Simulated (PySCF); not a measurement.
# AsO⁻ (triplet): spin, charge, geometry and surroundings

Aim: change spin, charge, geometry, field or solvent of AsO⁻ (triplet), one at a time, and compare with the base run.

Computed with PySCF 2.14.0. Level: method and basis as typed in the scripts.

3 further runs of the same task are left out: 3 that didn't finish.

## (1) The starting structure

AsO⁻ (triplet): 2 atoms, charge -1, spin multiplicity 3.

Bond lengths: As1–O2 1.969 Å.

## (2) The base run

input.py reads:

```python
from pyscf import gto, dft

mol = gto.M(
    atom='As 0 0 0; O 0 0 1.969',
    basis='jorge-dzp',
    charge=-1,
    spin=2,
    verbose=4,
)
mf = dft.UKS(mol, xc='revpbe')
mf.kernel()
g = mf.nuc_grad_method()
g.grid_response = True
g.kernel()
mf.dip_moment()
print('orbital energies (hartree):', [e[max(0, n-3):n+3].round(4) for e, n in zip(mf.mo_energy, mol.nelec)])
```

The run is started by

```sh
> OMP_NUM_THREADS=1 python input.py
```

Its log is not repeated here.

In short: E(SCF) = -2310.800382 Eh, 13 cycles, ⟨S²⟩ = 2.002, gradient on the second atom 0.0651 Eh/bohr.

The bond length is a typed value, not an optimised one. The dipole of an ion depends on the origin. The triplet is typed in the script; nothing here shows that it is the ground state.

## (3) Electric field 0.2 a.u.

Run 1 changes electric field: none → 0.2 a.u.; step after the SCF: gradient → analyze.

input.py reads:

```python
from pyscf import gto, dft

mol = gto.M(
    atom='As 0 0 0; O 0 0 1.969',
    basis='jorge-dzp',
    charge=-1,
    spin=2,
    verbose=4,
)
mf = dft.UKS(mol, xc='revpbe')
field = 0.2  # electric field along z, atomic units
h = mf.get_hcore() + field*mol.intor('int1e_r')[2]
mf.get_hcore = lambda *args: h
e_nuc = mol.energy_nuc() - field*mol.atom_charges() @ mol.atom_coords()[:, 2]
mf.energy_nuc = lambda *args: e_nuc
mf.kernel()
mf.analyze()
print('orbital energies (hartree):', [e[max(0, n-3):n+3].round(4) for e, n in zip(mf.mo_energy, mol.nelec)])
```

The run is started by

```sh
> OMP_NUM_THREADS=1 python input.py
```

## (4) Bond 1.733 Å

Run 2 changes bond length: 1.969 Å → 1.733 Å.

input.py: that of step 2 with these lines changed.

```diff
@@ -3,3 +3,3 @@
 mol = gto.M(
-    atom='As 0 0 0; O 0 0 1.969',
+    atom='As 0 0 0; O 0 0 1.733',
     basis='jorge-dzp',
```

## (5) Bond 1.831 Å

Run 3 changes bond length: 1.969 Å → 1.831 Å.

input.py: that of step 2 with these lines changed.

```diff
@@ -3,3 +3,3 @@
 mol = gto.M(
-    atom='As 0 0 0; O 0 0 1.969',
+    atom='As 0 0 0; O 0 0 1.831',
     basis='jorge-dzp',
```

## (6) Septet

Run 4 changes spin (2S): 2 → 6.

input.py: that of step 2 with these lines changed.

```diff
@@ -6,3 +6,3 @@
     charge=-1,
-    spin=2,
+    spin=6,
     verbose=4,
```

Q: Predict the outcome of this session. Wanted: for each run, E(SCF); from base; gap, α spin.

As calculated:

| run | E(SCF) (hartree) | from base (eV) | cycles | gap, α spin (eV) |
| --- | --- | --- | --- | --- |
| base | -2310.800382 | 0 | 13 | 3.16 |
| electric field 0.2 a.u. (poor choice) | -2311.261863 | not comparable | 13 | 1.93 |
| bond 1.733 Å | -2310.817026 | -0.4529 | 12 | 3.92 |
| bond 1.831 Å | -2310.814039 | -0.3716 | 12 | 3.63 |
| septet | -2310.113733 | +18.6847 | 14 | 3.72 |

In words: The highest filled level of this anion is positive: the basis lacks diffuse functions or the electron is not bound, so these numbers hang on the basis. Of the runs whose energies can be compared, “septet” moves the SCF energy most (+18.685 eV). The septet solution found lies 18.68 eV above the base triplet at this geometry and level. Rows marked «poor choice» come from settings spoiled on purpose.
